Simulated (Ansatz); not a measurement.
**F3GaH2O: a ladder of functionals and wavefunction methods**

How much do the methods differ for F3GaH2O? The plan is to run it at one geometry with functionals of several rungs and with coupled cluster, and see how far each lands from CCSD(T) at the basis-set limit for the atomisation energy.

Method: functionals in def2-TZVPP, the program's frozen cores in correlated methods; program: Ansatz 0.2.0, Gaussian basis.

Levels to be run: LDA (SPW92), PBE-D4, revPBE-D4, BLYP-D4, r2SCAN-D4, B97M-V, PBE0-D4, B3LYP-D4, r2SCANh-D4, r2SCAN0-D4, HSE06-D4, BHLYP-D4, CAM-B3LYP-D4, LC-ωPBE, ωB97X-V, ωB97M-V, B2PLYP, PBE-QIDH; CCSD(T)/def2-SVP; CCSD(T)/def2-TZVPP; MP2/def2-QZVPP; extrapolation to the limit; RPA on PBE.

## 1. The relaxed structure

An earlier PBE0-D4 in a triple-zeta def2 set relaxation fixed the geometry.

SMILES `[OH2+][Ga-]([F])([F])[F]`, 7 atoms, charge 0, spin multiplicity 1.

Atoms are counted from 1 here; the program's logs count them from 0.

Bond lengths: O1–Ga2 2.043 Å, O1–H6 0.966 Å, O1–H7 0.966 Å, Ga2–F3 1.753 Å, Ga2–F4 1.738 Å, Ga2–F5 1.753 Å. Angles: Ga2–O1–H6 108.7°, Ga2–O1–H7 108.6°, H6–O1–H7 107.8°, O1–Ga2–F3 93.7°, O1–Ga2–F4 106.5°, O1–Ga2–F5 93.7°, F3–Ga2–F4 118.2°, F3–Ga2–F5 118.0°, F4–Ga2–F5 118.2°.

## 2. LDA

This LDA is Slater exchange with PW92 correlation.

File in.yaml:

```yaml
crystal:
  periodic: [false, false, false]
  atoms:
    - {symbol: O, position_ang: [-0.917142, 0.631427, 0.382072]}
    - {symbol: Ga, position_ang: [0.496060, -0.591956, -0.441710]}
    - {symbol: F, position_ang: [0.952924, -1.289512, 1.100068]}
    - {symbol: F, position_ang: [-0.333994, -1.602763, -1.586139]}
    - {symbol: F, position_ang: [1.453454, 0.741424, -1.056461]}
    - {symbol: H, position_ang: [-0.925591, 0.494024, 1.338273]}
    - {symbol: H, position_ang: [-0.664410, 1.549355, 0.218297]}
basis:
  gaussian: {orbitals: def2-TZVPP}
hamiltonian: {xc: lda}
output: {orbitals: {seedname: orbitals}}
```

The run is started by

```console
ansatz run in.yaml --threads 4 --pin off --events-out ev --progress --plain --max-ram 10444MiB
```

The runs that follow: PBE-D4 (GGA); revPBE-D4 (GGA); BLYP-D4 (GGA); r2SCAN-D4 (meta-GGA); B97M-V (meta-GGA); B3LYP-D4 (hybrid); r2SCANh-D4 (hybrid); r2SCAN0-D4 (hybrid); HSE06-D4 (hybrid); BHLYP-D4 (hybrid); CAM-B3LYP-D4 (range-separated); LC-ωPBE (range-separated); ωB97X-V (range-separated); ωB97M-V (range-separated); B2PLYP (double hybrid); PBE-QIDH (double hybrid); CCSD(T) in def2-SVP; CCSD(T) in def2-TZVPP; MP2 in def2-QZVPP; RPA on PBE orbitals.

Q: Predict the results of all the runs planned. Wanted: atomisation energy, CCSD(T)/CBS; farthest beyond LDA; mean size of error, GGA; mean size of error, meta-GGA; mean size of error, hybrid; mean size of error, range-separated; mean size of error, double hybrid; gap, smallest and largest; T1 diagnostic.

As calculated:

| quantity | value |
| --- | --- |
| atomisation energy, CCSD(T)/CBS | 2516.0 kJ/mol |
| functionals within 25.2 kJ/mol (1.0 %) | PBE-D4, r2SCAN-D4, LC-ωPBE |
| farthest beyond LDA | BHLYP-D4 (-188.4 kJ/mol) |
| mean size of error, GGA | 48.5 kJ/mol |
| mean size of error, meta-GGA | 34.9 kJ/mol |
| mean size of error, hybrid | 98.5 kJ/mol |
| mean size of error, range-separated | 30.2 kJ/mol |
| mean size of error, double hybrid | 57.7 kJ/mol |
| gap, smallest and largest | 6.44 eV (BLYP-D4), 14.76 eV (LC-ωPBE) |
| T1 diagnostic | 0.0129 |
| triples share of the correlation energy | 3.0 % |

What this shows: The LDA atomisation energy is off by 398.0 kJ/mol (16 %): it overbinds. PBE-D4 misses by +3.7 kJ/mol. Double hybrids carry the basis error of their MP2 part in triple zeta, and no dispersion term here, so their miss is partly the set-up's. Taken by rung, range-separated functionals do best (30.2 kJ/mol on average) and hybrid ones worst beyond LDA (98.5 kJ/mol). The gap between the best rungs is small, so their order is not settled. The mean of the hybrids holds BHLYP, with half exact exchange. The reference freezes the cores and leaves out relativity and excitations past (T), and its outer-core shells are covered unevenly, so misses under about 25.2 kJ/mol can't be ranked. Hartree-Fock recovers 69 % of the binding; the rest is correlation. CCSD(T) in def2-SVP is off by -155.7 kJ/mol, so the small basis spoils what the method gains. Orbital gaps span 6.4 to 14.8 eV; exact exchange widens them. Correlated methods include outer-core shells of Ga, which these sets cover unevenly.
